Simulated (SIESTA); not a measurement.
Ba2Tl5V3O12:

```xyz
22
Lattice="4.2370 2.4462 6.1284 -4.2370 2.4462 6.1284 0.0000 -4.8924 6.1284" Properties=species:S:1:pos:R:3 pbc="T T T"
Ba    0.0000    0.0000    9.1926
Ba    0.0000    0.0000    0.0000
V     0.0000    2.4462    6.1284
V    -2.1185   -1.2231    6.1284
V     2.1185   -1.2231    6.1284
Tl    0.0000   -2.4462    3.0642
Tl    2.1185    1.2231    3.0642
Tl   -2.1185    1.2231    3.0642
Tl    0.0000    0.0000   13.6133
Tl    0.0000    0.0000    4.7719
O     2.6932   -0.0671    7.4143
O    -1.2885    2.3659    7.4143
O    -1.4047   -2.2988    7.4143
O    -1.4047    2.2988   10.9708
O     2.6932    0.0671   10.9708
O    -1.2884   -2.3659   10.9708
O    -2.6932    0.0671   10.9708
O     1.2884   -2.3659   10.9708
O     1.4047    2.2988   10.9708
O     1.4047   -2.2988    7.4143
O    -2.6932   -0.0671    7.4143
O     1.2885    2.3659    7.4143
```

The cell was built by a generator and needn't be a form met in nature.

Base run:

| Quantity | Value |
| --- | --- |
| Program | SIESTA 5.4.2 |
| Functional | PBE |
| Potentials or basis | PseudoDojo 0.4 standard (PBE files) |
| Basis | DZP (energy shift 0.003 Ry; two zetas on semicore shells; d shell added on Ba) |
| Grid cutoff | 800 Ry |
| Energy shift | 0.003 Ry |
| k mesh | 4 × 4 × 4 |
| Occupations | fermi-dirac, width 0.05 eV |
| Spin | collinear spin, ferromagnetic start |
| Starting moments | [0.0, 0.0, 2.0, 2.0, 2.0, 0.0, 0.0, 0.0, 0.0, 0.0, 0.0, 0.0, 0.0, 0.0, 0.0, 0.0, 0.0, 0.0, 0.0, 0.0, 0.0, 0.0] μB |

Its results: band gap on the k mesh none (metal or under the smearing width); pressure 1.4 GPa; net moment 1.09 μB per cell; site moments Ba -0.00, -0.01; V +0.44; Tl -0.03, +0.08; O -0.03 μB; largest force 0.232 eV/Å.

Task: The run is repeated on the same cell with these changes: hubbard terms from none to V d U = 4 eV. What comes out?

Result: Band gap on the k mesh none (metal or under the smearing width); pressure 3.1 GPa; net moment 1.39 μB per cell; site moments Ba -0.01; V +0.90; Tl -0.06, -0.01; O -0.09 μB; largest force 0.715 eV/Å.

Caveats: this set's barium file shifts pressures by up to 1 GPa against other sets; the basis of atomic orbitals isn't converged, which shifts pressures, moduli and gaps; semilocal functionals often make such compounds metallic where correlation or magnetic order opens a gap, which also shifts bond lengths (some runs).
